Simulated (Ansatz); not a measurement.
# C2HClF4: up Jacob's ladder to CCSD(T)

One table from this session's results is given with a row withheld; the runs are named, their logs left out.

The runs use Ansatz 0.2.0, Gaussian basis; functionals in def2-TZVPP, the program's frozen cores in correlated methods.

Plan: LDA (SPW92), PBE-D4, revPBE-D4, BLYP-D4, r2SCAN-D4, B97M-V, PBE0-D4, B3LYP-D4, r2SCANh-D4, r2SCAN0-D4, HSE06-D4, BHLYP-D4, CAM-B3LYP-D4, LC-ωPBE, ωB97X-V, ωB97M-V, B2PLYP, PBE-QIDH; CCSD(T)/def2-SVP; CCSD(T)/def2-TZVPP; MP2/def2-QZVPP; extrapolation to the limit; RPA on PBE.

## The relaxed structure

All runs share one geometry, relaxed beforehand with PBE0-D4 in a triple-zeta def2 set.

SMILES `FC(Cl)C(F)(F)F`, 8 atoms, charge 0, spin multiplicity 1.

Atoms are counted from 1 here; the program's logs count them from 0.

Bond lengths: F1–C2 1.349 Å, C2–Cl3 1.755 Å, C2–C4 1.533 Å, C2–H8 1.091 Å, C4–F5 1.330 Å, C4–F6 1.325 Å, C4–F7 1.334 Å. Angles: F1–C2–Cl3 110.5°, F1–C2–C4 108.4°, F1–C2–H8 109.6°, Cl3–C2–C4 110.7°, Cl3–C2–H8 108.4°, C4–C2–H8 109.2°, C2–C4–F5 110.2°, C2–C4–F6 112.1°, C2–C4–F7 108.9°, F5–C4–F6 109.0°, F5–C4–F7 108.2°, F6–C4–F7 108.4°.

Coordinates:

```csv
atom,x (Å),y (Å),z (Å)
F1,-1.0094,-0.9970,1.0346
C2,-0.0268,-0.7524,0.1437
Cl3,1.5332,-1.1979,0.8125
C4,-0.0584,0.7377,-0.2149
F5,0.8608,1.0077,-1.1373
F6,0.1518,1.5086,0.8415
F7,-1.2559,1.0348,-0.7210
H8,-0.1953,-1.3415,-0.7592
```

Set-up of the first run:

Input file in.yaml:

```yaml
crystal:
  periodic: [false, false, false]
  atoms:
    - {symbol: F, position_ang: [-1.009432, -0.997047, 1.034565]}
    - {symbol: C, position_ang: [-0.026790, -0.752368, 0.143727]}
    - {symbol: Cl, position_ang: [1.533195, -1.197884, 0.812517]}
    - {symbol: C, position_ang: [-0.058404, 0.737749, -0.214883]}
    - {symbol: F, position_ang: [0.860840, 1.007744, -1.137287]}
    - {symbol: F, position_ang: [0.151844, 1.508568, 0.841527]}
    - {symbol: F, position_ang: [-1.255943, 1.034798, -0.720970]}
    - {symbol: H, position_ang: [-0.195312, -1.341548, -0.759186]}
basis:
  gaussian: {orbitals: def2-TZVPP}
hamiltonian: {xc: lda}
output: {orbitals: {seedname: orbitals}}
```

On the command line:

```console
$ ansatz run in.yaml --threads 4 --pin off --events-out ev --progress --plain --max-ram 10444MiB
```

Among the steps run: LDA; PBE-D4 (GGA); revPBE-D4 (GGA); BLYP-D4 (GGA); r2SCAN-D4 (meta-GGA); B97M-V (meta-GGA); PBE0-D4 (hybrid); B3LYP-D4 (hybrid); r2SCANh-D4 (hybrid); r2SCAN0-D4 (hybrid); HSE06-D4 (hybrid); BHLYP-D4 (hybrid); CAM-B3LYP-D4 (range-separated); LC-ωPBE (range-separated); ωB97X-V (range-separated); ωB97M-V (range-separated); B2PLYP (double hybrid); PBE-QIDH (double hybrid).

One table of the session follows, with a row left open; its other results are not shown here.

It belongs to the step «Orbital energies across the functionals». 

```
  functional  HOMO (eV)  gap (eV)
 LDA (SPW92)      -8.11      6.85
      PBE-D4      -7.94      6.96
   revPBE-D4      -7.87      7.00
     BLYP-D4      -7.83      6.93
   r2SCAN-D4      -8.32      7.60
      B97M-V      -8.44      7.81
     PBE0-D4      -9.48      9.64
    B3LYP-D4      -9.23      9.07
  r2SCANh-D4      -8.88      8.58
  r2SCAN0-D4      -9.73     10.04
    HSE06-D4      -9.07      8.84
    BHLYP-D4     -10.91     12.22
CAM-B3LYP-D4          ?         ?
     LC-ωPBE     -12.36     15.02
     ωB97X-V     -11.98     14.51
     ωB97M-V     -11.81     14.16
```

Estimate the missing values for CAM-B3LYP-D4.

As computed: HOMO (eV): -10.95; gap (eV): 12.26. In the column «HOMO (eV)» it lies between ωB97M-V (-11.81) and BHLYP-D4 (-10.91).
